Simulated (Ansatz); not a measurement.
# Al26InN27: the cost of one run

Method: DFT, PBE, plane-wave PAW, default files, scalar-relativistic, in Ansatz 0.2.0.

A COD entry behind a cell of this session may itself be a prediction, so a difference from it is no test against experiment.

### Step 1. The starting structure

Symmetry: Fm-3m, No. 225, cubic system. Conventional cell: a = 11.814 Å, b = 11.814 Å, c = 11.814 Å, α = 90.00°, β = 90.00°, γ = 90.00°. In (site symmetry m-3m) is surrounded by 6 N at 1.97 Å. Al (site symmetry mm2) is surrounded by 6 N at 1.97 Å. Around Al (site symmetry 3m) lie 6 N at 1.97 Å. Around Al (site symmetry 4mm) lie 6 N at 1.97 Å. N (site symmetry 3m) has 6 Al at 1.97 Å as nearest neighbours. N (site symmetry 4mm) has 5 Al at 1.97 Å and 1 In at 1.97 Å as nearest neighbours. Around N (site symmetry mm2) lie 6 Al at 1.97 Å. Around N (site symmetry m-3m) lie 6 Al at 1.97 Å.

As a file:

```cif
data_structure
_symmetry_space_group_name_H-M 'P 1'
_symmetry_Int_Tables_number 1
_cell_length_a 8.3538
_cell_length_b 8.3538
_cell_length_c 8.3538
_cell_angle_alpha 60.000
_cell_angle_beta 60.000
_cell_angle_gamma 60.000
_cell_volume 412.22
loop_
_atom_site_label
_atom_site_type_symbol
_atom_site_fract_x
_atom_site_fract_y
_atom_site_fract_z
_atom_site_occupancy
In1 In 0.00000 0.00000 0.00000 1
Al1 Al 0.00000 0.00000 0.33333 1
Al2 Al 0.00000 0.00000 0.66667 1
Al3 Al 0.00000 0.33333 0.00000 1
Al4 Al 0.00000 0.33333 0.33333 1
Al5 Al 0.00000 0.33333 0.66667 1
Al6 Al 0.00000 0.66667 0.00000 1
Al7 Al 0.00000 0.66667 0.33333 1
Al8 Al 0.00000 0.66667 0.66667 1
Al9 Al 0.33333 0.00000 0.00000 1
Al10 Al 0.33333 0.00000 0.33333 1
Al11 Al 0.33333 0.00000 0.66667 1
Al12 Al 0.33333 0.33333 0.00000 1
Al13 Al 0.33333 0.33333 0.33333 1
Al14 Al 0.33333 0.33333 0.66667 1
Al15 Al 0.33333 0.66667 0.00000 1
Al16 Al 0.33333 0.66667 0.33333 1
Al17 Al 0.33333 0.66667 0.66667 1
Al18 Al 0.66667 0.00000 0.00000 1
Al19 Al 0.66667 0.00000 0.33333 1
Al20 Al 0.66667 0.00000 0.66667 1
Al21 Al 0.66667 0.33333 0.00000 1
Al22 Al 0.66667 0.33333 0.33333 1
Al23 Al 0.66667 0.33333 0.66667 1
Al24 Al 0.66667 0.66667 0.00000 1
Al25 Al 0.66667 0.66667 0.33333 1
Al26 Al 0.66667 0.66667 0.66667 1
N1 N 0.16667 0.16667 0.16667 1
N2 N 0.16667 0.16667 0.50000 1
N3 N 0.16667 0.16667 0.83333 1
N4 N 0.16667 0.50000 0.16667 1
N5 N 0.16667 0.50000 0.50000 1
N6 N 0.16667 0.50000 0.83333 1
N7 N 0.16667 0.83333 0.16667 1
N8 N 0.16667 0.83333 0.50000 1
N9 N 0.16667 0.83333 0.83333 1
N10 N 0.50000 0.16667 0.16667 1
N11 N 0.50000 0.16667 0.50000 1
N12 N 0.50000 0.16667 0.83333 1
N13 N 0.50000 0.50000 0.16667 1
N14 N 0.50000 0.50000 0.50000 1
N15 N 0.50000 0.50000 0.83333 1
N16 N 0.50000 0.83333 0.16667 1
N17 N 0.50000 0.83333 0.50000 1
N18 N 0.50000 0.83333 0.83333 1
N19 N 0.83333 0.16667 0.16667 1
N20 N 0.83333 0.16667 0.50000 1
N21 N 0.83333 0.16667 0.83333 1
N22 N 0.83333 0.50000 0.16667 1
N23 N 0.83333 0.50000 0.50000 1
N24 N 0.83333 0.50000 0.83333 1
N25 N 0.83333 0.83333 0.16667 1
N26 N 0.83333 0.83333 0.50000 1
N27 N 0.83333 0.83333 0.83333 1
```

Atom 1 of the input is the impurity.

### Step 2. Gradients at the starting positions

Contents of input.yaml:

```yaml
crystal:
  lattice:
    - [0.0, 5.907, 5.907]
    - [5.907, 0.0, 5.907]
    - [5.907, 5.907, 0.0]
  atoms:
    - { symbol: In, position: [0.0, 0.0, 0.0] }
    - { symbol: Al, position: [0.0, 0.0, 0.3333333333] }
    - { symbol: Al, position: [0.0, 0.0, 0.6666666667] }
    - { symbol: Al, position: [0.0, 0.3333333333, 0.0] }
    - { symbol: Al, position: [0.0, 0.3333333333, 0.3333333333] }
    - { symbol: Al, position: [0.0, 0.3333333333, 0.6666666667] }
    - { symbol: Al, position: [0.0, 0.6666666667, 0.0] }
    - { symbol: Al, position: [0.0, 0.6666666667, 0.3333333333] }
    - { symbol: Al, position: [0.0, 0.6666666667, 0.6666666667] }
    - { symbol: Al, position: [0.3333333333, 0.0, 0.0] }
    - { symbol: Al, position: [0.3333333333, 0.0, 0.3333333333] }
    - { symbol: Al, position: [0.3333333333, 0.0, 0.6666666667] }
    - { symbol: Al, position: [0.3333333333, 0.3333333333, 0.0] }
    - { symbol: Al, position: [0.3333333333, 0.3333333333, 0.3333333333] }
    - { symbol: Al, position: [0.3333333333, 0.3333333333, 0.6666666667] }
    - { symbol: Al, position: [0.3333333333, 0.6666666667, 0.0] }
    - { symbol: Al, position: [0.3333333333, 0.6666666667, 0.3333333333] }
    - { symbol: Al, position: [0.3333333333, 0.6666666667, 0.6666666667] }
    - { symbol: Al, position: [0.6666666667, 0.0, 0.0] }
    - { symbol: Al, position: [0.6666666667, 0.0, 0.3333333333] }
    - { symbol: Al, position: [0.6666666667, 0.0, 0.6666666667] }
    - { symbol: Al, position: [0.6666666667, 0.3333333333, 0.0] }
    - { symbol: Al, position: [0.6666666667, 0.3333333333, 0.3333333333] }
    - { symbol: Al, position: [0.6666666667, 0.3333333333, 0.6666666667] }
    - { symbol: Al, position: [0.6666666667, 0.6666666667, 0.0] }
    - { symbol: Al, position: [0.6666666667, 0.6666666667, 0.3333333333] }
    - { symbol: Al, position: [0.6666666667, 0.6666666667, 0.6666666667] }
    - { symbol: "N", position: [0.1666666667, 0.1666666667, 0.1666666667] }
    - { symbol: "N", position: [0.1666666667, 0.1666666667, 0.5] }
    - { symbol: "N", position: [0.1666666667, 0.1666666667, 0.8333333333] }
    - { symbol: "N", position: [0.1666666667, 0.5, 0.1666666667] }
    - { symbol: "N", position: [0.1666666667, 0.5, 0.5] }
    - { symbol: "N", position: [0.1666666667, 0.5, 0.8333333333] }
    - { symbol: "N", position: [0.1666666667, 0.8333333333, 0.1666666667] }
    - { symbol: "N", position: [0.1666666667, 0.8333333333, 0.5] }
    - { symbol: "N", position: [0.1666666667, 0.8333333333, 0.8333333333] }
    - { symbol: "N", position: [0.5, 0.1666666667, 0.1666666667] }
    - { symbol: "N", position: [0.5, 0.1666666667, 0.5] }
    - { symbol: "N", position: [0.5, 0.1666666667, 0.8333333333] }
    - { symbol: "N", position: [0.5, 0.5, 0.1666666667] }
    - { symbol: "N", position: [0.5, 0.5, 0.5] }
    - { symbol: "N", position: [0.5, 0.5, 0.8333333333] }
    - { symbol: "N", position: [0.5, 0.8333333333, 0.1666666667] }
    - { symbol: "N", position: [0.5, 0.8333333333, 0.5] }
    - { symbol: "N", position: [0.5, 0.8333333333, 0.8333333333] }
    - { symbol: "N", position: [0.8333333333, 0.1666666667, 0.1666666667] }
    - { symbol: "N", position: [0.8333333333, 0.1666666667, 0.5] }
    - { symbol: "N", position: [0.8333333333, 0.1666666667, 0.8333333333] }
    - { symbol: "N", position: [0.8333333333, 0.5, 0.1666666667] }
    - { symbol: "N", position: [0.8333333333, 0.5, 0.5] }
    - { symbol: "N", position: [0.8333333333, 0.5, 0.8333333333] }
    - { symbol: "N", position: [0.8333333333, 0.8333333333, 0.1666666667] }
    - { symbol: "N", position: [0.8333333333, 0.8333333333, 0.5] }
    - { symbol: "N", position: [0.8333333333, 0.8333333333, 0.8333333333] }
kpoints:
  mp_grid: { grid: [3, 3, 3] }
scf:
  occupations: { method: fermi_dirac, width: 0.01 }
hamiltonian:
  xc: pbe
  pseudopotentials: { kind: paw }
output:
  forces: true
  stress: true
  populations: true
  efg:
    quadrupole_moments_barn: { In: 0.772, Al: 0.1466, "N": 0.02044 }
    contact_densities: true
  write_density: true
  write_potential: true
  elf: true
  volumetric_format: npy
```

On the command line:

```console
$ ansatz run input.yaml --threads 1 --pin off --max-ram 3072MiB --backend cpu --events-out ev --progress --plain --runs-dir out
```

What time and memory should one allow on 1 thread of Arm Neoverse V2, shared host?

About 53 s, with a peak of 0.96 GiB.
